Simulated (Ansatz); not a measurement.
# Al₂Ga+ (singlet): from Hartree-Fock to the top rungs, cc-pVDZ

Aim: climb from Hartree-Fock through coupled cluster and multireference methods for Al₂Ga+ (singlet) at one geometry and basis, and see what each rung misses.

Method: cc-pVDZ, core rule «outside noble gas», up to 24 orbitals frozen; program: Ansatz 0.2.0, Gaussian basis.

Plan: UHF; CCSD(T) on RHF; CCSD(T) on UHF; BCCD(T) on RHF; CISD; CCSDT(Q) on RHF; CCSDT(Q) on UHF; CCSDTQ on RHF; CASSCF and MRCISD+Q, 8 electrons in 12 orbitals; CASSCF and NEVPT4(SD), 8 electrons in 12 orbitals; CASSCF and NEVPT2, 8 electrons in 12 orbitals.

5 further runs of the same task are left out: 5 set aside as unsound or not needed.

### 1 What is computed

The geometry is a PBE0/def2-TZVP stationary point (not a proven minimum) of the parent state, kept for this charge and spin. No spin-orbit coupling is included. The filled d shell of Ga may be among the frozen orbitals whatever the setting's name suggests; the logs give the count.

3 atoms, charge 1, spin multiplicity 1.

Atoms are counted from 1 here; the program's logs count them from 0.

Bond lengths: Al1–Al2 2.534 Å, Al1–Ga3 2.493 Å, Al2–Ga3 2.493 Å. Angles: Al2–Al1–Ga3 59.5°, Al1–Al2–Ga3 59.5°, Al1–Ga3–Al2 61.1°.

### 2 UHF

Input file in.yaml:

```yaml
crystal:
  periodic: [false, false, false]
  atoms:
    - {symbol: Al, position_ang: [0.000000, -1.266803, 1.210044]}
    - {symbol: Al, position_ang: [0.000000, 1.266805, 1.210043]}
    - {symbol: Ga, position_ang: [0.000000, -0.000001, -0.936530]}
basis:
  gaussian: {orbitals: cc-pVDZ}
total_charge: 1
magnetization: {spin_polarized: true, initial_magnetization: 0}
hamiltonian: {xc: hf}
output: {orbitals: {seedname: orbitals}}
```

The run is started by

```bash
$ ansatz run in.yaml --threads 1 --pin off --events-out ev --progress --plain --max-ram 2560MiB --backend cpu
```

Further steps of the session: CCSD(T) on RHF; CCSD(T) on UHF; BCCD(T) on RHF; CISD; CCSDT(Q) on RHF; CCSDT(Q) on UHF; CCSDTQ on RHF; CASSCF and MRCISD+Q, 8 electrons in 12 orbitals; CASSCF and NEVPT4(SD), 8 electrons in 12 orbitals; CASSCF and NEVPT2, 8 electrons in 12 orbitals.

Before running them: what should the planned runs give, taken together? Wanted: RCCSDTQ below the RHF energy; RMP2 from RCCSDTQ; RCCSD from RCCSDTQ; RCCSD(T) from RCCSDTQ; RCCSDT(Q) from RCCSDTQ; NEVPT2 valence from RCCSDTQ; NEVPT4(SD) valence from RCCSDTQ; MRCISD+Q valence from RCCSDTQ; T1 diagnostic.

As calculated:

```
                         quantity                                            value
     RCCSDTQ below the RHF energy                                       -5.4383 eV
                RMP2 from RCCSDTQ                                      +1094.1 meV
               RCCSD from RCCSDTQ                                       +478.4 meV
            RCCSD(T) from RCCSDTQ                                        +82.9 meV
           RCCSDT(Q) from RCCSDTQ                                         +0.6 meV
      NEVPT2 valence from RCCSDTQ                                       +425.6 meV
  NEVPT4(SD) valence from RCCSDTQ                                        +29.8 meV
    MRCISD+Q valence from RCCSDTQ                                        -16.6 meV
levels within 1 kcal/mol (43 meV)  RCCSDT(Q), NEVPT4(SD) valence, MRCISD+Q valence
                    T1 diagnostic                                            0.020
   effectively unpaired electrons                                             0.29
```

**Reading.** RCCSD(T) misses by +82.9 meV, 1.5 % of the correlation energy. The occupations show some static correlation. Of the multireference levels listed MRCISD+Q valence comes nearest in total energy (-16.6 meV), which doesn't show that its space is the better one. These misses are within one basis, not against nature.
